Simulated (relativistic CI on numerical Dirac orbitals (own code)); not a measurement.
# Mn⁶⁺: L2,3 absorption multiplets

Wanted: the shape of the L2,3 absorption spectrum of Mn⁶⁺ in 4 surroundings, from the same atomic integrals.

The numbers are computed with relativistic CI on numerical Dirac orbitals (own code) version 1 (Dirac-Coulomb-Breit CI, KLI orbitals optimised for each configuration, model QED (radiative potential, 1s self-energy scaled to tabulated hydrogen-like ionisation energies), valence Slater integrals scaled by 0.7, multiplet model of core-to-valence dipole absorption in a parametric crystal field), except any that are marked as measured or tabulated.

## Step 1: What is computed

* ion: Mn⁶⁺ (Mn VII)
* nuclear charge: 25
* electrons: 19
* configurations: [Ar] 3d → [He] 2s2 2p5 3s2 3p6 3d2
* magnetising field for the dichroism, Lz and Sz: exchange field 10 meV on Sz; these come from the lowest magnetised state alone (0 K)
* temperature of the isotropic spectrum: 300 K
* widths: Lorentz 0.6 eV, Gauss 0.3 eV
* surrounding 1: Td, 10Dq = -15750 cm⁻¹
* surrounding 2: Td, 10Dq = -19000 cm⁻¹
* surrounding 3: Td, 10Dq = -22300 cm⁻¹
* surrounding 4: Td, 10Dq = -25600 cm⁻¹

## Step 2: Surrounding 1: Td, 10Dq = -15750

The run's settings:

```ini
atom Mn  Z=25  charge=6  electrons=19
nucleus A=55  rms_radius_fm=3.7057
hamiltonian dirac-coulomb  breit=on  qed=on  c_scale=1
orbitals kli  potential=per-configuration
slater_scale 0.7
correlation none
mixing on
configurations
  [Ar] 3d
  [He] 2s2 2p5 3s2 3p6 3d2
end
absorption L2,3 T=300 lorentz=0.6 gauss=0.3
crystal_field Td 10Dq=-15750
```

## Step 3: Surrounding 2: Td, 10Dq = -19000

Changes to the settings of step 2:

```diff
@@ -12,2 +12,2 @@
 absorption L2,3 T=300 lorentz=0.6 gauss=0.3
-crystal_field Td 10Dq=-15750
+crystal_field Td 10Dq=-19000
```

## Step 4: Surrounding 3: Td, 10Dq = -22300

Changes to the settings of step 3:

```diff
@@ -12,2 +12,2 @@
 absorption L2,3 T=300 lorentz=0.6 gauss=0.3
-crystal_field Td 10Dq=-19000
+crystal_field Td 10Dq=-22300
```

## Step 5: Surrounding 4: Td, 10Dq = -25600

Changes to the settings of step 4:

```diff
@@ -12,2 +12,2 @@
 absorption L2,3 T=300 lorentz=0.6 gauss=0.3
-crystal_field Td 10Dq=-22300
+crystal_field Td 10Dq=-25600
```

(Steps that only read results are left out.)

**Question.** What will these runs give? Wanted: highest peak, first run; ground spin; share of the lower edge; core spin-orbit splitting.

As calculated:

| surrounding | ground S | Lz (0 K) | Sz (0 K) | centroid (eV) | share of the lower edge | up to four highest peaks (% of the highest), eV |
| --- | --- | --- | --- | --- | --- | --- |
| 1: Td | 0.50 | 0.13 | -0.50 | 663.05 | - | 658.4 (81), 664.8 (18), 666.0 (38), 668.1 (100) |
| 2: Td | 0.50 | 0.11 | -0.50 | 663.08 | 0.512* | 658.5 (84), 663.0 (24), 666.2 (40), 668.3 (100) |
| 3: Td | 0.50 | 0.09 | -0.50 | 663.11 | - | 658.6 (91), 662.8 (26), 666.5 (40), 668.4 (100) |
| 4: Td | 0.50 | 0.08 | -0.50 | 663.14 | - | 658.7 (82), 666.2 (37), 666.8 (34), 668.5 (100) |

* From the broadened curve, split at its minimum between the edges.

```
                                 quantity     value
                  highest peak, first run  668.1 eV
      ground spin (effective S from ⟨S²⟩)      0.50
                  share of the lower edge     0.512
core spin-orbit splitting (without Breit)  10.85 eV
```

What this shows: The lower edge takes 0.51 of the intensity in surrounding 2, below the statistical 0.67. The position of the maximum differs by up to 0.4 eV between the surroundings, by shifts of peaks or by peaks exchanging rank. Edge positions are free-ion values and differ from those in solids by a few eV or more.
